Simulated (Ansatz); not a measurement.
## H₂OSi, SMILES O[SiH]: the interaction energy of a dimer with the counterpoise correction, step by step

Computed with the Ansatz DFT code, driven from Python.

The cells in order, each with its output:

**Cell 1**
```python
import ansatz as az
```

**Cell 2**
```python
BASIS_SET = "cc-pVDZ"
FUNCTIONAL = "hf"
```

**Cell 3**
```python
FIRST = [
    ("O", (0.1255, -0.8286, 0.2932)),
    ("Si", (0.1031, 0.8206, -0.1304)),
    ("H", (0.7532, -1.1172, 0.8397)),
    ("H", (-0.9819, 1.1251, -1.0024)),
]
SECOND = [
    ("O", (2.1244, 4.0869, 0.0053)),
    ("Si", (2.5961, 2.7806, 0.9906)),
    ("H", (1.4187, 4.56, 0.2381)),
    ("H", (3.7618, 2.1351, 0.4858)),
]
```

**Cell 4**
```python
def energy(atoms, ghosts=()):
    molecule = az.Crystal.molecule()
    for symbol, xyz in atoms:
        molecule = molecule.atom(symbol, xyz)
    calc = (
        molecule.calculation()
        .basis(gaussian=BASIS_SET)
        .functional(FUNCTIONAL)
    )
    deck = calc.input()
    if ghosts:
        deck = deck.set(az.key.basis.gaussian.ghost_atoms, [{"symbol": s, "position_ang": list(xyz)} for s, xyz in ghosts])
    return az.Session.from_dict(deck).plan().execute().report["free_energy_ev"]
```

**Cell 5**
```python
# monomers in their own basis and in the basis of the dimer
both = energy(FIRST + SECOND)
alone = energy(FIRST) + energy(SECOND)
ghosted = energy(FIRST, SECOND) + energy(SECOND, FIRST)
print(f"dimer {both:.6f} eV")
print(f"interaction, uncorrected   {23.060548 * (both - alone):8.3f} kcal/mol")
print(f"interaction, counterpoise  {23.060548 * (both - ghosted):8.3f} kcal/mol")
print(f"basis-set superposition    {23.060548 * (alone - ghosted):8.3f} kcal/mol")
```
Output:
```text
dimer -19860.353861 eV
interaction, uncorrected     -1.585 kcal/mol
interaction, counterpoise    -0.517 kcal/mol
basis-set superposition       1.067 kcal/mol
```

Uncorrected it is -1.585 kcal/mol, with the counterpoise correction -0.517 kcal/mol; the difference, 1.068 kcal/mol, is the superposition error.

What to keep in mind:
- Total energies depend on the basis set; only differences at equal settings carry meaning.
- The dimer is a generated trial pose of unrelaxed monomers, not a minimum, so the figure is no binding energy, and the basis set is small.
- Hartree-Fock leaves correlation out, so bond, atomisation and ionisation energies come out well too low.
- This level lacks the dispersion part of the attraction (electrostatics and induction are there), which can decide the sign where the interaction is weak.
- Run time: 2.5 s on 1 thread of Arm Neoverse V2, with other jobs on the host, peak memory 0.2 GiB.
